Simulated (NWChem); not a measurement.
# the pair SiH2O2···SiO: a chain of runs

We compute a single-point energy (singlet Si2H2O3, CCSD(T)/pcseg-1), then the energy (singlet SiH2O2, CCSD(T)/pcseg-1), then the energy (singlet SiO, CCSD(T)/pcseg-1), then a single-point energy (singlet SiH2O2, CCSD(T)/pcseg-1), then the energy (singlet SiO, CCSD(T)/pcseg-1) of H2O3Si2 and its partners. 

Program for the calculation: NWChem 7.3.0.

**1. The molecule**

The species is Si2H2O3 (7 atoms), meant as a singlet with charge 0. The two molecules were placed rigidly side by side, at 1.3 times their contact distance; the pair isn't optimised.

Bond lengths: O1–Si2 1.642 Å, Si2–O3 1.663 Å, O6–Si7 1.509 Å, O1–H4 0.964 Å, O3–H5 0.960 Å. Angles: O1–Si2–O3 99.4°, Si2–O1–H4 117.5°, Si2–O3–H5 116.1°.

**2. A single-point energy at CCSD(T)/pcseg-1 (run 1)**

File mymol.nw:

```
start mymol
title "H2O3Si2"
memory 2200 mb

geometry units au noautosym nocenter noautoz
   O   -2.74615000  -0.17173831  -0.50402775
   Si  -0.41951920  -1.46752351   1.08844445
   O    1.93885900   0.38214042   0.14528214
   H   -2.34685087   1.25406005  -1.56435308
   H    3.57366107   0.00306136   0.83465423
   O   12.25982500   3.66448131  -3.69074850
   Si  10.65429479   1.45833944  -2.86372876
end

basis spherical bse
   * library pcseg-1
end

scf
   thresh 1e-08
   maxiter 80
   print low
end

ccsd
   freeze core 13
   maxiter 60
end

task ccsd(t) energy
```

Launch:

```console
$ nwchem mymol.nw > mymol.out
```

What it wrote:

```text
[...]
  functions       =    88
[...]
  wavefunction    = RHF
[...]
         Total SCF energy =   -803.562000109573
      One-electron energy =  -1513.883850054914
      Two-electron energy =    509.535226273190
 Nuclear repulsion energy =    200.786623672151
        Time for solution =      9.7s
[...]
 Total MP2 energy:           -804.289950114173052
[...]
             energy      energy      error      ampl     ampl      Block
                                                time     time      time
[...]
 Total CCSD energy:           -804.309634841512320
[...]
 Total CCSD+T(CCSD) energy:           -804.333145320385370
[...]
 Total CCSD(T) energy:                -804.329778653441508
[...]
```

Run time: 96 s. Hardware: 1 thread of Intel Xeon Platinum 8488C (Sapphire Rapids), shared host; peak memory 0.26 GiB.

**3. SiH2O2: the energy at CCSD(T)/pcseg-1 (run 2)**

File h2o2si.nw:

```
start h2o2si
title "H2O2Si energy"
memory stack 880 mb heap 220 mb global 1100 mb
geometry units bohr noautosym nocenter noautoz
 O     -2.74615000    -0.17173831    -0.50402775
 Si    -0.41951920    -1.46752351     1.08844445
 O      1.93885900     0.38214042     0.14528214
 H     -2.34685087     1.25406005    -1.56435308
 H      3.57366107     0.00306136     0.83465423
end
basis "ao basis" spherical bse
 * library pcseg-1
end
scf
 thresh 1e-08
 maxiter 80
 noprint "final vectors analysis"
end
ccsd
 freeze core 7
 maxiter 60
end
task ccsd(t) energy
```

Launch:

```console
$ nwchem h2o2si.nw > h2o2si.out
```

What it wrote:

```text
[...]
  functions       =    56
[...]
  wavefunction    = RHF
[...]
         Total SCF energy =   -439.814122915133
      One-electron energy =   -815.604710842234
      Two-electron energy =    272.144334093668
 Nuclear repulsion energy =    103.646253833433
        Time for solution =      4.0s
[...]
 Total MP2 energy:           -440.271589404633914
[...]
             energy      energy      error      ampl     ampl      Block
                                                time     time      time
[...]
 Total CCSD energy:           -440.287664970003561
[...]
 Total CCSD+T(CCSD) energy:           -440.298648910027168
[...]
 Total CCSD(T) energy:                -440.297735762754030
[...]
```

It took 21 s on 1 thread of Intel Xeon Platinum 8488C (Sapphire Rapids), shared host; peak memory 0.12 GiB.

**4. SiO: a single-point energy at CCSD(T)/pcseg-1 (run 3)**

File calc.nw:

```
start calc
title "OSi ccsd(t)"
memory stack 880 mb heap 220 mb global 1100 mb
geometry units angstroms noautosym nocenter noautoz
O      6.487620     1.939160    -1.953060
Si     5.638010     0.771720    -1.515420
end
basis spherical bse
O library pcseg-1
Si library pcseg-1
end
scf
thresh 1e-08
maxiter 80
print low
end
ccsd
freeze core 6
maxiter 60
end
task ccsd(t) energy
```

Launch:

```console
$ nwchem calc.nw > calc.out
```

What it wrote:

```text
[...]
  functions       =    32
[...]
  wavefunction    = RHF
[...]
         Total SCF energy =   -363.748233073099
      One-electron energy =   -582.874153120322
      Two-electron energy =    179.842784309270
 Nuclear repulsion energy =     39.283135737953
        Time for solution =      2.0s
[...]
 Total MP2 energy:           -364.018321135487554
[...]
             energy      energy      error      ampl     ampl      Block
                                                time     time      time
[...]
 Total CCSD energy:           -364.022023710537724
[...]
 Total CCSD+T(CCSD) energy:           -364.034458386992640
[...]
 Total CCSD(T) energy:                -364.032028417443200
[...]
```

It took 5.1 s on 1 thread of Intel Xeon Platinum 8488C (Sapphire Rapids), shared host; peak memory 0.099 GiB.

**5. SiH2O2 among ghost functions: a single-point energy at CCSD(T)/pcseg-1 (with ghost functions) (run 4)**

File input.nw:

```
start input
title "H2O2Si"
memory total 2200 mb

geometry units bohr noautosym nocenter noautoz
 O   -2.74615000  -0.17173831  -0.50402775
 Si  -0.41951920  -1.46752351   1.08844445
 O    1.93885900   0.38214042   0.14528214
 H   -2.34685087   1.25406005  -1.56435308
 H    3.57366107   0.00306136   0.83465423
 bqO     12.259825     3.664481    -3.690749
 bqSi    10.654295     1.458339    -2.863729
end

basis spherical bse
 O library pcseg-1
 Si library pcseg-1
 H library pcseg-1
 bqO library O pcseg-1
 bqSi library Si pcseg-1
end

scf
 thresh 1e-08
 maxiter 80
 print low
end

ccsd
 freeze core 7
 maxiter 60
end

task ccsd(t)
```

Launch:

```console
$ nwchem input.nw > input.out
```

What it wrote:

```text
[...]
  functions       =    88
[...]
  wavefunction    = RHF
[...]
         Total SCF energy =   -439.814249744760
      One-electron energy =   -815.602068727078
      Two-electron energy =    272.141565148885
 Nuclear repulsion energy =    103.646253833433
        Time for solution =      7.2s
[...]
 Total MP2 energy:           -440.271778646703751
[...]
             energy      energy      error      ampl     ampl      Block
                                                time     time      time
[...]
 Total CCSD energy:           -440.287840327675269
[...]
 Total CCSD+T(CCSD) energy:           -440.298834311049575
[...]
 Total CCSD(T) energy:                -440.297919824181804
[...]
```

Wall time 65 s (1 thread of Intel Xeon Platinum 8488C (Sapphire Rapids), shared host); peak memory 0.21 GiB.

**6. SiO among ghost functions: a single-point energy at CCSD(T)/pcseg-1 (with ghost functions) (run 5)**

File m1.nw:

```
start m1
memory stack 880 mb heap 220 mb global 1100 mb
charge 0
geometry units angstroms noautosym nocenter noautoz
  O      6.487620     1.939160    -1.953060
  Si     5.638010     0.771720    -1.515420
  bqO     -1.453200    -0.090880    -0.266720
  bqSi    -0.222000    -0.776580     0.575980
  bqO      1.026000     0.202220     0.076880
  bqH     -1.241900     0.663620    -0.827820
  bqH      1.891100     0.001620     0.441680
end
basis spherical bse
  O library pcseg-1
  Si library pcseg-1
  bqO library O pcseg-1
  bqSi library Si pcseg-1
  bqH library H pcseg-1
end
scf
  thresh 1e-08
  maxiter 80
  print low
end
ccsd
  freeze core 6
  maxiter 60
end
task ccsd(t) energy
```

Launch:

```console
$ nwchem m1.nw > m1.out
```

What it wrote:

```text
[...]
  functions       =    88
[...]
  wavefunction    = RHF
[...]
         Total SCF energy =   -363.748349357139
      One-electron energy =   -582.873163419418
      Two-electron energy =    179.841678324326
 Nuclear repulsion energy =     39.283135737953
        Time for solution =      7.3s
[...]
 Total MP2 energy:           -364.018500343989501
[...]
             energy      energy      error      ampl     ampl      Block
                                                time     time      time
[...]
 Total CCSD energy:           -364.022194997757936
[...]
 Total CCSD+T(CCSD) energy:           -364.034634926617514
[...]
 Total CCSD(T) energy:                -364.032203759948914
[...]
```

Run time: 55 s. Hardware: 1 thread of Intel Xeon Platinum 8488C (Sapphire Rapids), shared host; peak memory 0.16 GiB.

**7. Summary of results**

| quantity | value |
| --- | --- |
| run 1, CCSD(T)/pcseg-1: total energy | -804.32978 Eh |
| run 1, CCSD(T)/pcseg-1: correlation energy (13 core orbitals frozen) | -767.8 mEh |
| run 1, CCSD(T)/pcseg-1: (T) correction | -20.14 mEh |
| SiH2O2: total energy | -440.29774 Eh |
| SiH2O2: correlation energy (7 core orbitals frozen) | -483.6 mEh |
| SiH2O2: (T) correction | -10.07 mEh |
| SiO: total energy | -364.03203 Eh |
| SiO: correlation energy (6 core orbitals frozen) | -283.8 mEh |
| SiO: (T) correction | -10.00 mEh |
| SiH2O2 among ghost functions: total energy | -440.29792 Eh |
| SiH2O2 among ghost functions: correlation energy (7 core orbitals frozen) | -483.7 mEh |
| SiH2O2 among ghost functions: (T) correction | -10.08 mEh |
| SiO among ghost functions: total energy | -364.03220 Eh |
| SiO among ghost functions: correlation energy (6 core orbitals frozen) | -283.9 mEh |
| SiO among ghost functions: (T) correction | -10.01 mEh |
| interaction energy of the rigid parts SiH2O2 and SiO (parts in their own basis; closest atoms 4.30 Å apart) | 0.000 eV |
| interaction energy of the rigid parts SiH2O2 and SiO (parts in the whole basis, counterpoise; closest atoms 4.30 Å apart) | 0.009 eV |

**Reading.** The interaction energy of the rigid parts SiH2O2 and SiO (parts in their own basis; closest atoms 4.30 Å apart) is −0.00 eV (−0.0 kJ/mol). Without counterpoise this holds the superposition error of the basis. The interaction energy of the rigid parts SiH2O2 and SiO (parts in the whole basis, counterpoise; closest atoms 4.30 Å apart) is 0.01 eV (0.2 kcal/mol). The basis-set superposition error is 0.9 kJ/mol. It is larger than the uncorrected attraction, which is thus an artefact of the basis. The triples (run 1, CCSD(T)/pcseg-1) make up 2.6 % of the correlation energy. Mulliken charges (SiH2O2) run from -0.67 on O3 to +0.77 on Si2; they depend strongly on the basis. The triples (SiH2O2) make up 2.1 % of the correlation energy.
